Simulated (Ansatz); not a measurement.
I need a single point in a Gaussian basis of C2H6B2F2, SMILES BCCB(F)F. Use Ansatz's Python interface. Settings: Hartree-Fock, cc-pVDZ basis, multiplicity 1.

Input file `c2h6b2f2.xyz`:
```text
12

B    -1.64480   -0.15170   -0.55920
C    -0.30210   -0.92700   -0.17440
C     0.60570   -0.10970    0.75450
B     1.29690    1.12560    0.01190
F     2.16940    0.89730   -1.11680
F     1.06410    2.47270    0.47880
H    -2.39250    0.19500    0.28730
H    -1.89130    0.08070   -1.69080
H    -0.59240   -1.86490    0.34460
H     0.24270   -1.20750   -1.10180
H     0.02990    0.25870    1.63120
H     1.41440   -0.76910    1.13470
```

Script `run_energy.py`:
```python
import ansatz as az
import numpy as np

mol = az.Crystal.molecule_from_extxyz('c2h6b2f2.xyz')

calc = (
    mol.calculation()
    .basis(gaussian='cc-pVDZ')
    .functional('HF')
    .forces()
)
rep = calc.session().plan(threads=1).execute().report

for key in ('converged', 'free_energy_ev', 'reference_energy_ev', 'n_frozen', 'n_occupied', 'n_virtual'):
    print(f'{key:22s} {rep[key]}')

symbols = [site.symbol for site in mol.cartesian_sites]
print('forces (eV/A)')
for symbol, f in zip(symbols, rep['forces_ev_ang']):
    print(f'  {symbol:2s} {f[0]:9.4f} {f[1]:9.4f} {f[2]:9.4f}')

charges = rep['charge_distribution']
dipole = np.array(charges['dipole_moment_e_ang']) * 4.803205
print('dipole (D): {:.3f} {:.3f} {:.3f}, length {:.3f}'.format(*dipole, np.linalg.norm(dipole)))
print('atom  Mulliken   Lowdin')
for symbol, m, l in zip(symbols, charges['mulliken_charges_e'], charges['lowdin_charges_e']):
    print(f'{symbol:4s} {m:9.3f} {l:8.3f}')
```

Running `python run_energy.py` prints:
```text
converged              True
free_energy_ev         -8913.845081565805
reference_energy_ev    -8913.845081565805
n_frozen               0
n_occupied             [23, 23]
n_virtual              [91, 91]
forces (eV/A)
  B     0.6483   -0.5633    0.1489
  C    -0.4306   -0.3603   -0.8511
  C     0.5701    0.7237    0.3577
  B     1.2166    1.8450   -0.8193
  F    -2.6152    1.2478    3.3723
  F     1.0533   -3.8548   -1.9022
  H    -0.3250    0.1821    0.3816
  H    -0.2130    0.1528   -0.4679
  H     0.1127    0.3774   -0.2538
  H    -0.1907    0.0045    0.6755
  H     0.4600   -0.1975   -0.4958
  H    -0.2866    0.4425   -0.1460
dipole (D): -0.805 -2.060 1.030, length 2.440
atom  Mulliken   Lowdin
B        0.207   -0.031
C       -0.160    0.014
C       -0.206    0.028
B        0.706   -0.461
F       -0.319    0.160
F       -0.317    0.160
H       -0.058   -0.021
H       -0.058   -0.021
H        0.046    0.043
H        0.043    0.034
H        0.055    0.046
H        0.060    0.048
```

Reading the output:
- Total energies depend on the basis set; only differences at equal settings carry meaning.
- The geometry is a force-field or estimated start, not a minimum of this method, and the basis set is short of its limit.
- The Löwdin charges here are taken after orthogonalising the functions within each atom; they differ from plain Löwdin charges, and their signs can be unphysical.
- Run time: 2.4 s on 1 thread of Arm Neoverse V2 (shared host), peak memory 0.27 GiB.
